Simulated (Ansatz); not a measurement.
# C₂H₄F₂OSi: one species, many methods

One table from this session's results is given with a row withheld; the runs are named, their logs left out.

Program: Ansatz 0.2.0, Gaussian basis. Level of theory: functionals in def2-TZVPP, the program's frozen cores in correlated methods. These are calculated values, not measurements.

The runs, in order: PBE-D4, r2SCAN-D4, PBE0-D4, B3LYP-D4, ωB97X-V, ωB97M-V, B2PLYP; CCSD(T)/def2-TZVPP; MP2/def2-QZVPP; extrapolation to the limit.

## Structure used throughout

All runs share one geometry, relaxed beforehand with PBE0-D4 in a triple-zeta def2 set.

10 atoms, charge 0, spin multiplicity 1.

Atoms are counted from 1 here; the program's logs count them from 0.

Bond lengths: F1–C2 1.367 Å, C2–C3 1.540 Å, C2–O6 1.415 Å, C2–H7 1.093 Å, C3–Si4 1.858 Å, C3–H8 1.089 Å, C3–H9 1.088 Å, Si4–F5 1.588 Å, Si4–O6 1.663 Å, Si4–H10 1.476 Å. Angles: F1–C2–C3 111.3°, F1–C2–O6 109.1°, F1–C2–H7 107.2°, C3–C2–O6 102.3°, C3–C2–H7 116.5°, O6–C2–H7 110.2°, C2–C3–Si4 82.4°, C2–C3–H8 113.5°, C2–C3–H9 112.4°, Si4–C3–H8 116.2°, Si4–C3–H9 119.6°, H8–C3–H9 110.0°, C3–Si4–F5 116.0°, C3–Si4–O6 81.5°, C3–Si4–H10 124.1°, F5–Si4–O6 112.5°, F5–Si4–H10 105.8°, O6–Si4–H10 115.4° and more.

Set-up of the first run:

Contents of in.yaml:

```yaml
crystal:
  periodic: [false, false, false]
  atoms:
    - {symbol: F, position_ang: [1.526532, -1.481103, -0.393587]}
    - {symbol: C, position_ang: [1.005609, -0.404815, 0.267939]}
    - {symbol: C, position_ang: [-0.504723, -0.578247, 0.516748]}
    - {symbol: Si, position_ang: [-0.612616, 0.858262, -0.656433]}
    - {symbol: F, position_ang: [-1.140246, 2.222959, -0.037979]}
    - {symbol: O, position_ang: [1.043255, 0.724666, -0.583679]}
    - {symbol: H, position_ang: [1.629229, -0.234199, 1.148998]}
    - {symbol: H, position_ang: [-0.800985, -0.382105, 1.546456]}
    - {symbol: H, position_ang: [-0.867313, -1.555673, 0.204850]}
    - {symbol: H, position_ang: [-1.195644, 0.779054, -2.010213]}
basis:
  gaussian: {orbitals: def2-TZVPP}
hamiltonian: {xc: pbe, dispersion: d4}
output: {forces: true, orbitals: {seedname: orbitals}}
```

Run with:

```
ansatz run in.yaml --threads 4 --pin off --events-out ev --progress --plain --max-ram 10444MiB
```

Among the steps run: PBE-D4 (GGA); r2SCAN-D4 (meta-GGA); PBE0-D4 (hybrid); B3LYP-D4 (hybrid); ωB97X-V (range-separated); ωB97M-V (range-separated); B2PLYP (double hybrid); CCSD(T) in def2-TZVPP; MP2 in def2-QZVPP.

One table of the session follows, with a row left open; its other results are not shown here.

It belongs to the step «Atomisation energies». 

```
            method  atomisation energy (kcal/mol)
            PBE-D4                         1007.9
         r2SCAN-D4                          988.1
           PBE0-D4                          983.8
          B3LYP-D4                          977.4
           ωB97X-V                          988.5
           ωB97M-V                          988.0
            B2PLYP                          972.4
     HF/def2-TZVPP                          707.7
    MP2/def2-TZVPP                          988.7
   CCSD/def2-TZVPP                          941.1
CCSD(T)/def2-TZVPP                              ?
           MP2/CBS                         1016.6
       CCSD(T)/CBS                          985.7
```

Q: Estimate the row for CCSD(T)/def2-TZVPP from the others.

As computed: atomisation energy (kcal/mol): 957.8. In the column «atomisation energy (kcal/mol)» it lies between CCSD/def2-TZVPP (941.1) and B2PLYP (972.4).
